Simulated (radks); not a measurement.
# Kr³⁺ in [Ar] 3d9.5 4s2 4p3 5p0.5: an all-electron calculation

What are the levels of the krypton ion Kr3+, how large are its shells, and how does its energy divide?

Method: scalar-relativistic Kohn-Sham, XLYP, spin-polarised, spherical densities, finite nucleus; open shells are filled with parallel spins first. Code: radks (a radial shooting solver on a logarithmic mesh, Libxc functionals) version 1.

### 1 The system

```
element            : krypton (Z = 36)
charge             : +3
electrons          : 33
configuration      : [Ar] 3d9.5 4s2 4p3 5p0.5
nuclear rms radius : 4.1884 fm
```

### 2 The calculation

Input:

```text
Z 36
configuration [Ar] 3d9.5 4s2 4p3 5p0.5
relativity scalar-relativistic
functional xlyp
spin polarised
nucleus finite rms 4.1884 fm
c 137.035999084
```

Q: Predict the outcome of this run.

The runs gave:

| quantity | value |
| --- | --- |
| total energy | -2786.33250 hartree |
| exchange-correlation share of it | 3.43 % |
| −T/E | 1.0230 |
| highest occupied level | 5p up, -18.073 eV |
| most extended occupied level | 5p up, <r> = 3.73 bohr |
| radius at density 0.001 e/bohr³ | 3.91 bohr |
| maxima of the radial density | 3 |

The radial density shows 3 maxima for 5 occupied principal shells; where shells overlap, one shows as a shoulder or not at all. Relativity lifts −T/E to 1.023. This is not the tabulated ground configuration, so its levels and sizes aren't those of the ground state, and no measured value stands beside it.
